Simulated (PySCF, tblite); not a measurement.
# C6H15NSi: geometry, infrared bands, NMR shifts, electronic excitations and core binding energies, part 1 of 2

Aim: predict the infrared bands, NMR shifts, electronic excitations and core binding energies of C6H15NSi (`CC(C)[C@@H]1CN[SiH2]C1`).

Computed with tblite 0.8.0 and PySCF 2.14.0, with density-fitted response routines of our own, on a single molecule in the gas phase. Atoms count from 0, in the outputs and in this text.

## (1) The starting structure

23 atoms, charge 0, multiplicity 1; geometry from: force field or distance geometry start.

Bonds of the start (Å): C0–C1 1.53, C1–C2 1.52, C1–C3 1.55, C3–C4 1.56, C4–N5 1.48, N5–Si6 1.74, Si6–C7 1.89, C7–C3 1.55, C0–H8 1.10, C0–H9 1.10, C0–H10 1.09, C1–H11 1.09, C2–H12 1.08, C2–H13 1.09, C2–H14 1.11, C3–H15 1.11, C4–H16 1.10, C4–H17 1.09, N5–H18 1.02, Si6–H19 1.48, Si6–H20 1.47, C7–H21 1.10, C7–H22 1.09.

## (2) Geometry optimisation with GFN2-xTB

What the job is given:

```
{"job": {"kind": "relax", "xc": "GFN2-xTB", "basis": "xTB"}, "charge": 0, "multiplicity": 1}
C     -2.189400    -0.144800     0.999400
C     -1.283600     0.309900    -0.150500
C     -1.862500    -0.162800    -1.471900
C      0.165800    -0.205500     0.041100
C      0.809900     0.249600     1.390900
N      2.259600    -0.007200     1.294700
Si     2.860600     0.098200    -0.334200
C      1.133300     0.248900    -1.079600
H     -3.221600     0.188500     0.826200
H     -1.885500     0.281700     1.962100
H     -2.211600    -1.234800     1.094500
H     -1.267000     1.399900    -0.144300
H     -1.314100     0.243400    -2.313700
H     -1.866100    -1.252700    -1.552900
H     -2.909300     0.193900    -1.580300
H      0.142500    -1.312900     0.065900
H      0.644700     1.327900     1.543000
H      0.388500    -0.286100     2.243200
H      2.437800    -0.957000     1.615600
H      3.683100     1.317100    -0.490300
H      3.509100    -1.190200    -0.630900
H      0.941300     1.292200    -1.353000
H      1.029900    -0.370300    -1.964900
```

The run is started by

```
$ OMP_NUM_THREADS=1 python probes_run.py task.json out
```

This one command runs all jobs of the session in turn.

Standard output:

```text
step      E/eV     max force
  0    -684.81677    0.881
  1    -684.86099    0.526
  2    -684.88330    0.499
  3    -684.90855    0.470
  4    -684.92897    0.373
  5    -684.94736    0.371
  6    -684.96355    0.351
  7    -684.97616    0.230
  8    -684.98406    0.201
  9    -684.98953    0.160
 10    -684.99456    0.152
 11    -684.99983    0.145
 12    -685.00421    0.123
 13    -685.00693    0.099
 14    -685.00872    0.098
 15    -685.01044    0.097
 16    -685.01222    0.086
 17    -685.01384    0.066
 18    -685.01497    0.104
 19    -685.01575    0.108
 20    -685.01648    0.064
 21    -685.01746    0.068
 22    -685.01842    0.068
 23    -685.01949    0.082
 24    -685.02062    0.094
 25    -685.02191    0.094
 26    -685.02385    0.091
 27    -685.02728    0.162
 28    -685.03273    0.261
 29    -685.03982    0.274
 30    -685.04910    0.463
 31    -684.97806    2.610
 32    -685.05726    0.291
 33    -685.06031    0.278
 34    -685.07238    0.442
 35    -685.07450    0.167
 36    -685.07916    0.163
 37    -685.08340    0.552
 38    -685.08715    0.269
 39    -685.09181    0.123
 40    -685.09671    0.110
 41    -685.09891    0.111
 42    -685.10028    0.099
 43    -685.10160    0.067
 44    -685.10239    0.136
 45    -685.10310    0.041
 46    -685.10361    0.041
 47    -685.10405    0.039
 48    -685.10433    0.033
 49    -685.10458    0.028
 50    -685.10474    0.025
 51    -685.10488    0.022
 52    -685.10500    0.020
 53    -685.10511    0.018
 54    -685.10521    0.022
 55    -685.10531    0.021
 56    -685.10540    0.020
 57    -685.10546    0.013
 58    -685.10550    0.010
 59    -685.10554    0.011
 60    -685.10558    0.010
 61    -685.10560    0.010
 62    -685.10562    0.009
```

Run time: 1.7 s. Hardware: 1 thread of AMD EPYC, shared host; peak memory 0.18 GiB.

Relaxation path: (not every step is listed)

| step | energy from step 0 (eV) | largest force (eV/Å) |
| --- | --- | --- |
| 0 | 0.0000 | 0.8814 |
| 1 | -0.0442 | 0.5259 |
| 2 | -0.0665 | 0.4993 |
| 3 | -0.0918 | 0.4698 |
| 4 | -0.1122 | 0.3730 |
| 5 | -0.1306 | 0.3705 |
| 6 | -0.1468 | 0.3508 |
| 7 | -0.1594 | 0.2300 |
| 8 | -0.1673 | 0.2013 |
| 12 | -0.1874 | 0.1234 |
| 16 | -0.1954 | 0.0860 |
| 20 | -0.1997 | 0.0642 |
| 24 | -0.2038 | 0.0942 |
| 28 | -0.2160 | 0.2606 |
| 32 | -0.2405 | 0.2909 |
| 36 | -0.2624 | 0.1632 |
| 40 | -0.2799 | 0.1103 |
| 44 | -0.2856 | 0.1362 |
| 48 | -0.2876 | 0.0326 |
| 52 | -0.2882 | 0.0197 |
| 56 | -0.2886 | 0.0200 |
| 57 | -0.2887 | 0.0134 |
| 58 | -0.2887 | 0.0103 |
| 59 | -0.2888 | 0.0110 |
| 60 | -0.2888 | 0.0100 |
| 61 | -0.2888 | 0.0103 |
| 62 | -0.2889 | 0.0087 |

Close pairs (by a distance rule), those that changed most:

```csv
bond,before (Å),after (Å),change (Å)
C3–C4,1.563,1.533,-0.030
C4–N5,1.475,1.448,-0.027
N5–Si6,1.739,1.713,-0.026
C2–H14,1.111,1.088,-0.023
C3–C7,1.549,1.533,-0.016
C1–C3,1.550,1.536,-0.015
N5–H18,1.018,1.006,-0.013
C3–H15,1.108,1.095,-0.013
```

The end geometry stands in the next job.

## (3) Vibrational analysis with GFN2-xTB

What the job is given:

```
{"job": {"kind": "ir", "xc": "GFN2-xTB", "basis": "xTB"}, "charge": 0, "multiplicity": 1}
C     -2.182337    -0.133200     0.993640
C     -1.274378     0.312312    -0.153180
C     -1.888289    -0.122744    -1.483647
C      0.146557    -0.249688    -0.000603
C      0.777238     0.085901     1.355691
N      2.191426    -0.205347     1.241449
Si     2.839463    -0.006319    -0.331635
C      1.112855     0.257609    -1.076809
H     -3.203581     0.196577     0.813822
H     -1.855576     0.286015     1.941383
H     -2.184999    -1.218042     1.076033
H     -1.213849     1.407655    -0.140168
H     -1.308327     0.249508    -2.323557
H     -1.926521    -1.208710    -1.543906
H     -2.902628     0.260122    -1.576169
H      0.102078    -1.341488    -0.074856
H      0.600391     1.143762     1.601084
H      0.345803    -0.525275     2.153796
H      2.704292    -0.140334     2.103938
H      3.711660     1.158342    -0.535662
H      3.514993    -1.236997    -0.751333
H      0.933268     1.318079    -1.259962
H      0.955710    -0.260752    -2.019269
```

Standard output:

```text
mode    cm-1     km/mol
  1      66.7      0.05
  2      94.3      0.61
  3     151.8      3.77
  4     179.2      0.27
  5     221.7      0.11
  6     233.6      0.31
  7     314.5      4.46
  8     347.3     30.19
  9     376.7     38.12
 10     398.8      2.46
 11     438.1     14.26
 12     471.8     12.36
 13     507.2     31.16
 14     531.9     60.44
 15     561.0     21.43
 16     672.9    150.99
 17     780.2     31.54
 18     809.8    184.05
 19     811.0     89.83
 20     855.4     90.55
 21     883.4     99.91
 22     932.4      2.99
 23     947.8      2.06
 24     973.5      7.46
 25     982.7      0.40
 26    1021.4      5.71
 27    1082.7      2.75
 28    1103.7      9.32
 29    1141.0     44.33
 30    1155.0     15.42
 31    1162.5      5.24
 32    1180.1      4.98
 33    1222.3      0.65
 34    1231.0      5.87
 35    1236.7     67.60
 36    1292.2      7.57
 37    1317.4     15.66
 38    1326.0      2.23
 39    1350.6     11.86
 40    1367.6     10.30
 41    1408.3      2.49
 42    1421.5      2.24
 43    1491.6      1.47
 44    1499.2      0.23
 45    1501.1      0.98
 46    1507.6      2.20
 47    1510.0      1.21
 48    1519.6      4.39
 49    2193.5    479.28
 50    2241.0    274.51
 51    2847.4     69.72
 52    2912.4     36.50
 53    2929.8     57.24
 54    2940.1     68.48
 55    2974.8     67.31
 56    3018.6     28.77
 57    3022.7      7.00
 58    3025.6     34.44
 59    3027.9     70.46
 60    3033.6     79.88
 61    3046.7     34.90
 62    3048.9     34.78
 63    3486.3      4.30
```

Wall time 2.9 s (1 thread of AMD EPYC, shared host); peak memory 0.18 GiB.

Which atoms move in the most intense modes:

| cm⁻¹ | km/mol | atoms |
| --- | --- | --- |
| 673 | 151.0 | H20 42 %, H19 40 % |
| 810 | 184.1 | C7 22 %, H20 21 %, H22 17 %, Si6 16 % |
| 811 | 89.8 | H19 27 %, H20 20 %, C7 17 %, H22 14 % |
| 855 | 90.5 | Si6 17 %, N5 15 %, C4 14 % |
| 883 | 99.9 | N5 22 %, Si6 17 % |
| 2194 | 479.3 | H19 86 %, H20 10 % |
| 2241 | 274.5 | H20 87 %, H19 11 % |
| 3034 | 79.9 | H10 41 %, H13 19 %, H8 16 %, H14 15 % |

## (4) Relaxing the molecule at PBE0-D3(BJ)/def2-SVP

What the job is given:

```
{"job": {"xc": "PBE0", "basis": "def2-SVP", "d3": "d3bj", "grid": 1, "shake": 0.01, "kind": "geom"}, "charge": 0, "multiplicity": 1}
C     -2.161930    -0.158760     0.997820
C     -1.280060     0.307790    -0.155340
C     -1.908490    -0.125060    -1.492300
C      0.179790    -0.247430    -0.004130
C      0.774430     0.079220     1.345140
N      2.187520    -0.200530     1.239060
Si     2.849040    -0.008320    -0.331390
C      1.128310     0.263060    -1.081860
H     -3.205410     0.201980     0.833170
H     -1.858270     0.283580     1.951410
H     -2.193860    -1.220960     1.084860
H     -1.208050     1.408570    -0.133470
H     -1.336610     0.259720    -2.333150
H     -1.943210    -1.205950    -1.536900
H     -2.907080     0.249360    -1.575910
H      0.101550    -1.327430    -0.067380
H      0.602330     1.154880     1.599030
H      0.336540    -0.519430     2.159620
H      2.702140    -0.148160     2.106230
H      3.686720     1.165240    -0.530750
H      3.498600    -1.236380    -0.760970
H      0.940840     1.297740    -1.269110
H      0.962810    -0.249190    -2.040850
```

Standard output:

```text
step   0  E = -581.17509652  max force = 0.035786
step   1  E = -581.18314997  max force = 0.007020
step   2  E = -581.18348386  max force = 0.001473
step   3  E = -581.18353964  max force = 0.000727
step   4  E = -581.18355374  max force = 0.000743
step   5  E = -581.18356691  max force = 0.000421
optimisation converged
```

It took 4.1 min on 1 thread of AMD EPYC, shared host; peak memory 0.81 GiB.

Along the way:

```
step  energy from step 0 (eV)  largest force component (eV/Å)
   0                   0.0000                          1.8402
   1                  -0.2191                          0.3610
   2                  -0.2282                          0.0757
   3                  -0.2297                          0.0374
   4                  -0.2301                          0.0382
   5                  -0.2305                          0.0216
```

Close pairs (by a distance rule), those that changed most:

```csv
bond,before (Å),after (Å),change (Å)
Si6–H19,1.456,1.502,+0.046
Si6–H20,1.454,1.500,+0.046
C0–H10,1.066,1.103,+0.037
C7–H21,1.068,1.105,+0.037
C1–C3,1.569,1.535,-0.034
C2–H14,1.070,1.101,+0.031
C3–C4,1.510,1.538,+0.028
C3–H15,1.085,1.107,+0.023
```

The next job starts from the end point, and lists it.

```csv
at the end point,value
point group (found at 0.08 Å tolerance),C1
"rotational constants (GHz, main isotopes)","3.321, 1.040, 0.835"
dipole moment (D),0.98
```

## (5) Nuclear shieldings: PBE0/pcSseg-1

What the job is given:

```
{"job": {"kind": "nmr", "xc": "PBE0", "basis": "pcSseg-1"}, "charge": 0, "multiplicity": 1}
C     -2.296046    -0.357668     0.814771
C     -1.376098     0.091443    -0.317117
C     -1.960192    -0.313100    -1.666323
C      0.055187    -0.433832    -0.138815
C      0.662627    -0.074373     1.227537
N      2.089874    -0.309148     1.151187
Si     2.733982    -0.205769    -0.453881
C      1.032490     0.042777    -1.231767
H     -3.324530    -0.002042     0.648111
H     -1.972233     0.024407     1.793972
H     -2.331873    -1.458706     0.877376
H     -1.317400     1.196992    -0.290121
H     -1.366633     0.074813    -2.506759
H     -1.999428    -1.411434    -1.762599
H     -2.987182     0.067275    -1.780755
H      0.016518    -1.539520    -0.188201
H      0.412303     0.982429     1.468740
H      0.206667    -0.693024     2.019244
H      2.602302    -0.292323     2.021870
H      3.668652     0.942836    -0.702565
H      3.460884    -1.442144    -0.893140
H      0.885885     1.118912    -1.435066
H      0.890511    -0.491085    -2.182279
```

Level: GIAO PBE0/pcSseg-1 NMR shielding, non-relativistic, gas phase.

Standard output:

```text
coarse grid: 18504 points
cycle   1  E = -581.2945101583  dE =  6.772e-01  |g| = 5.272e-01  |ddm| = 4.143e+00
cycle   2  E = -581.2544991972  dE =  4.001e-02  |g| = 6.732e-01  |ddm| = 1.157e+00
cycle   3  E = -581.3648271673  dE = -1.103e-01  |g| = 6.208e-02  |ddm| = 7.203e-01
cycle   4  E = -581.3654835206  dE = -6.564e-04  |g| = 3.129e-02  |ddm| = 8.692e-02
cycle   5  E = -581.3657044951  dE = -2.210e-04  |g| = 5.365e-03  |ddm| = 3.114e-02
cycle   6  E = -581.3657100662  dE = -5.571e-06  |g| = 2.118e-03  |ddm| = 7.398e-03
final grid: 170752 points
cycle   7  E = -581.4134488804  dE = -7.312e-05  |g| = 1.092e-02  |ddm| = 4.292e-02
cycle   8  E = -581.4134288693  dE =  2.001e-05  |g| = 1.402e-02  |ddm| = 2.522e-02
cycle   9  E = -581.4134802401  dE = -5.137e-05  |g| = 7.741e-04  |ddm| = 1.469e-02
cycle  10  E = -581.4134803600  dE = -1.199e-07  |g| = 3.078e-04  |ddm| = 1.062e-03
cycle  11  E = -581.4134803813  dE = -2.134e-08  |g| = 6.050e-05  |ddm| = 2.882e-04
cycle  12  E = -581.4134803820  dE = -6.978e-10  |g| = 2.836e-05  |ddm| = 9.825e-05
converged SCF energy = -581.4134803820

GIAO shielding tensors (ppm)
atom      isotropic    diamagn.    paramagn.     s11        s22        s33       span
  0 C      161.291     247.349     -86.057    146.963    152.898    184.013     37.050
  1 C      147.273     244.925     -97.652    132.883    147.749    161.187     28.304
  2 C      160.634     246.783     -86.149    146.042    152.098    183.762     37.719
  3 C      136.117     251.461    -115.344    118.931    127.972    161.448     42.518
  4 C      130.754     247.004    -116.250    108.014    126.629    157.620     49.607
  5 N      243.070     322.509     -79.439    189.969    228.864    310.377    120.408
  6 Si     371.601     879.297    -507.696    323.078    355.918    435.806    112.728
  7 C      169.653     252.154     -82.501    155.521    161.139    192.299     36.778
  8 H       30.380      29.453       0.927     25.770     27.885     37.485     11.715
  9 H       30.217      30.900      -0.683     24.487     29.998     36.165     11.678
 10 H       30.638      30.637       0.001     27.356     28.406     36.151      8.794
 11 H       30.300      33.302      -3.001     27.887     28.852     34.162      6.275
 12 H       29.753      30.648      -0.895     24.224     29.814     35.221     10.997
 13 H       30.612      30.379       0.232     27.405     28.263     36.167      8.762
 14 H       30.339      29.224       1.115     25.970     27.708     37.340     11.370
 15 H       30.032      35.112      -5.080     27.559     28.635     33.901      6.343
 16 H       28.726      32.648      -3.921     22.919     29.532     33.727     10.807
 17 H       27.985      32.221      -4.236     21.709     29.499     32.745     11.036
 18 H       31.410      30.503       0.907     21.381     28.394     44.455     23.073
 19 H       26.320      27.853      -1.533     23.021     23.564     32.374      9.353
 20 H       26.321      28.043      -1.722     22.933     23.495     32.535      9.602
 21 H       30.826      32.405      -1.578     25.910     29.500     37.069     11.158
 22 H       30.151      31.755      -1.604     24.990     28.924     36.540     11.550
```

Wall time 95 s (1 thread of AMD EPYC, shared host); peak memory 1 GiB.

Shifts follow as δ = σ(reference) − σ, with reference shieldings (ppm) from runs at the same level and on the same kind of geometry: 1H TMS 31.27, 13C TMS 184.4, 29Si TMS 352.0, 15N NH3 265.7. The references are single molecules in the gas phase, so shifts against H2O, NH3, PH3, H3PO4 or CFCl3 are not on the usual liquid scales and can be off by tens of ppm. Atoms listed in one row are averaged.

```
        atoms                                                   environment  σ (ppm)  δ (ppm)  δ scaled to CDCl3
           C4                                           sp3 CH2 bonded to N    130.8     53.7               51.6
           C3                                              sp3 CH in a ring    136.1     48.3               46.4
           C1                                                        sp3 CH    147.3     37.1               35.6
           C2                                                 methyl carbon    160.6     23.8               22.6
           C0                                                 methyl carbon    161.3     23.1               21.9
           C7                                          sp3 CH2 bonded to Si    169.7     14.8               13.8
          H19    hydrogen on a silicon bonded to C, N, in a 5-membered ring    26.32     4.95                  –
          H20    hydrogen on a silicon bonded to C, N, in a 5-membered ring    26.32     4.95                  –
          H17                            hydrogen on an sp3 CH2 bonded to N    27.98     3.28               3.33
          H16                            hydrogen on an sp3 CH2 bonded to N    28.73     2.54               2.62
          H15                               hydrogen on an sp3 CH in a ring    30.03     1.24               1.39
          H22                           hydrogen on an sp3 CH2 bonded to Si    30.15     1.12               1.27
H12, H13, H14                                   hydrogen on a methyl carbon    30.23     1.03               1.19
          H11                                         hydrogen on an sp3 CH    30.30     0.97               1.13
  H8, H9, H10                                   hydrogen on a methyl carbon    30.41     0.86               1.03
          H21                           hydrogen on an sp3 CH2 bonded to Si    30.83     0.44               0.63
          H18  hydrogen on a nitrogen bonded to C, Si, in a 5-membered ring    31.41    -0.14                  –
           N5             nitrogen bonded to C, Si, H, in a 5-membered ring    243.1     22.6                  –
          Si6             silicon bonded to C, N, 2 H, in a 5-membered ring    371.6    -19.6                  –
```

The scaled column applies a straight-line fit of computed shieldings to shifts measured in CDCl3 (root-mean-square error 0.21 ppm for H, 2.0 ppm for C).

The run also stored atomic charges by several schemes (e):

```
atoms  Mulliken    IAO  Hirshfeld  ESP fit
   C0     -0.22  -0.41      -0.11    -0.51
   C1     -0.33  -0.09      -0.02     0.32
   C2     -0.21  -0.41      -0.12    -0.48
   C3     -0.33  -0.09      -0.02     0.18
   C4      0.10  -0.14      -0.03     0.07
   N5     -0.67  -0.68      -0.25    -0.80
  Si6      0.78   0.87       0.36     0.67
   C7     -0.48  -0.55      -0.16    -0.50
```

Mayer bond orders: C0–C1 1.04, C1–C2 1.04, C1–C3 0.96, C3–C4 1.00, C4–N5 0.97, N5–Si6 1.00, Si6–C7 0.92, C7–C3 1.01.

Ring of atoms C3, C4, N5, Si6, C7: NICS(0) -6.5, NICS(1) -3.3, NICS(1)zz -2.2 ppm (means of both faces).

## (6) Excited states and response: PBE0/def2-SVPD

The job, as its differences from that of step 5:

```diff
@@ -1,2 +1,2 @@
-{"job": {"kind": "nmr", "xc": "PBE0", "basis": "pcSseg-1"}, "charge": 0, "multiplicity": 1}
+{"job": {"kind": "uv", "xc": "PBE0", "basis": "def2-SVPD", "ip": true}, "charge": 0, "multiplicity": 1}
 C     -2.296046    -0.357668     0.814771
```

Method: TDDFT PBE0/def2-SVPD, vertical, gas phase, core orbitals frozen in the response.

Standard output:

```text
coarse grid: 18504 points
cycle   1  E = -581.0390522091  dE =  6.056e-01  |g| = 5.065e-01  |ddm| = 8.361e+00
cycle   2  E = -580.9965195590  dE =  4.253e-02  |g| = 6.601e-01  |ddm| = 2.087e+00
cycle   3  E = -581.1061498052  dE = -1.096e-01  |g| = 6.561e-02  |ddm| = 1.217e+00
cycle   4  E = -581.1069370886  dE = -7.873e-04  |g| = 3.321e-02  |ddm| = 1.796e-01
cycle   5  E = -581.1071979293  dE = -2.608e-04  |g| = 5.484e-03  |ddm| = 7.400e-02
cycle   6  E = -581.1072043326  dE = -6.403e-06  |g| = 2.253e-03  |ddm| = 1.847e-02
final grid: 170752 points
cycle   7  E = -581.1843347928  dE = -9.103e-05  |g| = 1.051e-02  |ddm| = 3.007e-01
cycle   8  E = -581.1843149893  dE =  1.980e-05  |g| = 1.358e-02  |ddm| = 5.861e-02
cycle   9  E = -581.1843644279  dE = -4.944e-05  |g| = 8.221e-04  |ddm| = 2.897e-02
cycle  10  E = -581.1843645769  dE = -1.490e-07  |g| = 3.323e-04  |ddm| = 2.918e-03
cycle  11  E = -581.1843646023  dE = -2.544e-08  |g| = 7.640e-05  |ddm| = 9.867e-04
cycle  12  E = -581.1843646035  dE = -1.234e-09  |g| = 3.515e-05  |ddm| = 2.743e-04
cycle  13  E = -581.1843646038  dE = -2.863e-10  |g| = 2.981e-06  |ddm| = 6.451e-05
converged SCF energy = -581.1843646038

Static polarisability (au): isotropic 105.354, principal 89.377 101.812 124.873

Singlet excitations
state   eV       nm        f      main configurations
  1   5.7186    216.8   0.00494   H->L 0.64, H->L+1 0.34
  2   5.9888    207.0   0.00724   H->L+1 0.57, H->L 0.32
  3   6.7652    183.3   0.00127   H->L+2 0.67, H->L+3 0.15, H->L+4 0.08
  4   6.8044    182.2   0.00681   H->L+3 0.70, H->L+2 0.19
  5   6.8697    180.5   0.00286   H->L+5 0.52, H->L+4 0.21, H->L+3 0.11
  6   7.0449    176.0   0.00582   H->L+4 0.40, H->L+5 0.40, H->L+6 0.10
  7   7.2715    170.5   0.02239   H->L+6 0.66, H->L+4 0.25
  8   7.6511    162.0   0.03643   H->L+7 0.64, H-1->L 0.22
  9   7.7245    160.5   0.12970   H-1->L 0.68, H->L+7 0.20
 10   7.7717    159.5   0.00937   H-1->L+1 0.90

Triplet excitations (Tamm-Dancoff, eV): 5.4289 5.8516 6.6569 6.7180
Vertical ionisation energy (delta-SCF) = 8.4157 eV
```

It took 5.5 min on 1 thread of AMD EPYC, shared host; peak memory 1.1 GiB.

Frontier orbitals and where they lie:

```
orbital     eV                         atoms
 HOMO−3  -8.93     C4 15 %, C2 14 %, C3 13 %
 HOMO−2  -8.80    C3 17 %, H15 11 %, C1 10 %
 HOMO−1  -8.22    C7 29 %, Si6 19 %, C3 12 %
   HOMO  -6.50    N5 55 %, C4 12 %, Si6 10 %
   LUMO   0.61  Si6 31 %, H19 12 %, H20 12 %
 LUMO+1   0.62     Si6 20 %, C4 9 %, H18 8 %
 LUMO+2   1.15     Si6 20 %, C0 14 %, H8 8 %
```

With each of the 10 states as a Gaussian band of 0.4 eV half-width at 1/e, the curve within the window shown has maxima at 211 nm (ε 440), 162 nm (ε 7,300) L/(mol cm). Beyond the last state computed it falls off for lack of states. The curve at chosen wavelengths:

```csv
nm,ε (L/mol/cm)
154,3194
158,6191
161,7331
165,6449
168,4821
172,2882
175,1962
179,1264
182,939
186,622
189,447
193,308
196,276
200,309
203,360
207,422
210,443
214,429
217,389
221,314
224,251
228,173
231,124
235,75
238,49
242,26
```

Further results of this job:

| property | computed |
| --- | --- |
| dipole moment (D) | 0.96 |
| polarisability (Å³) | 15.61 |
| HOMO–LUMO gap (eV) | 7.10 |
| −ε(HOMO) (eV) | 6.50 |

(Continued in part 2 of 2.)
